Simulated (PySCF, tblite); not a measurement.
# C₈H₁₆P+: geometry, infrared bands and NMR shifts

Aim: predict the infrared bands and NMR shifts of C₈H₁₆P+ (`CC1=C(C(C)C)CC[PH2+]1`).

Computed with tblite 0.8.0 and PySCF 2.14.0, with density-fitted response routines of our own, on a single molecule in the gas phase. Atoms count from 0, in the outputs and in this text.

## Step 1: The starting structure

25 atoms, charge 1, multiplicity 1; geometry from: force field or distance geometry start.

Bonds of the start (Å): C0–C1 1.49, C1–C2 1.34, C2–C3 1.53, C3–C4 1.52, C3–C5 1.54, C2–C6 1.51, C6–C7 1.54, C7–P8 1.81, P8–C1 1.78, C0–H9 1.10, C0–H10 1.09, C0–H11 1.09, C3–H12 1.09, C4–H13 1.09, C4–H14 1.09, C4–H15 1.09, C5–H16 1.09, C5–H17 1.10, C5–H18 1.09, C6–H19 1.10, C6–H20 1.09, C7–H21 1.09, C7–H22 1.10, P8–H23 1.40, P8–H24 1.41.

## Step 2: Geometry optimisation with GFN2-xTB

The job: settings as JSON, then the geometry in Å.

```
{"job": {"kind": "relax", "xc": "GFN2-xTB", "basis": "xTB"}, "charge": 1, "multiplicity": 1}
C      1.548100     1.932100     0.549900
C      1.205800     0.538200     0.157700
C      0.020200    -0.036900    -0.081100
C     -1.332900     0.672500    -0.084900
C     -2.102400     0.442700    -1.374100
C     -2.178600     0.231300     1.123100
C      0.078900    -1.506900    -0.436900
C      1.440800    -2.025900     0.050100
P      2.560200    -0.607900     0.011600
H      0.652100     2.540300     0.766600
H      2.100200     2.417400    -0.254000
H      2.156400     1.933200     1.454300
H     -1.185900     1.747900     0.021200
H     -3.016100     1.040000    -1.392900
H     -2.390900    -0.595900    -1.512500
H     -1.503400     0.746800    -2.234600
H     -3.102000     0.813300     1.174900
H     -1.633900     0.392500     2.064000
H     -2.446000    -0.824500     1.080500
H     -0.719200    -2.084500     0.042700
H     -0.009500    -1.619600    -1.515200
H      1.803500    -2.851300    -0.569300
H      1.365000    -2.371400     1.094600
H      3.456400    -0.511900     1.085100
H      3.222100    -0.387300    -1.211700
```

The run is started by

```sh
> OMP_NUM_THREADS=1 python probes_run.py task.json out
```

The driver reads the jobs from task.json and runs them one after another.

**Question.** This job is followed by: GFN2-xTB harmonic vibrations, gas phase; GIAO PBE0/pcSseg-1 NMR shielding, non-relativistic, gas phase. What will the session give for the following? strongest single infrared mode (GFN2-xTB); zero-point energy (GFN2-xTB); 13C shifts against TMS (PBE0/pcSseg-1, means over atoms taken as alike); 1H shifts against TMS (PBE0/pcSseg-1, means over atoms taken as alike); 31P shifts against H3PO4 (PBE0/pcSseg-1).

The runs gave:

```
                                                               quantity                                           value
                              strongest single infrared mode (GFN2-xTB)                            1044 cm⁻¹, 95 km/mol
                                           zero-point energy (GFN2-xTB)                                  135.3 kcal/mol
13C shifts against TMS (PBE0/pcSseg-1, means over atoms taken as alike)  195.9, 107.2, 38.6, 36.6, 22.9, 14.9, 14.2 ppm
 1H shifts against TMS (PBE0/pcSseg-1, means over atoms taken as alike)          6.40, 3.44, 3.31, 2.86, 2.41, 1.37 ppm
                               31P shifts against H3PO4 (PBE0/pcSseg-1)                                       -27.9 ppm
```

What this shows: Over 60 steps the energy fell by 0.170 eV; of the close pairs, C2–C3 changed most, 1.528 to 1.498 Å. The lowest mode is imaginary (21i cm⁻¹), so the xTB geometry is not a minimum. The strongest single mode, at 1044 cm⁻¹, is spread over many atoms; the largest shares are those of H23, H24. GFN2-xTB is a fitted tight-binding method: band positions and strengths are rough. Its intensities can rank the bands wrongly. At PBE0/pcSseg-1: Shielding is most anisotropic at C2 (span 255 ppm, paramagnetic term -275 ppm).
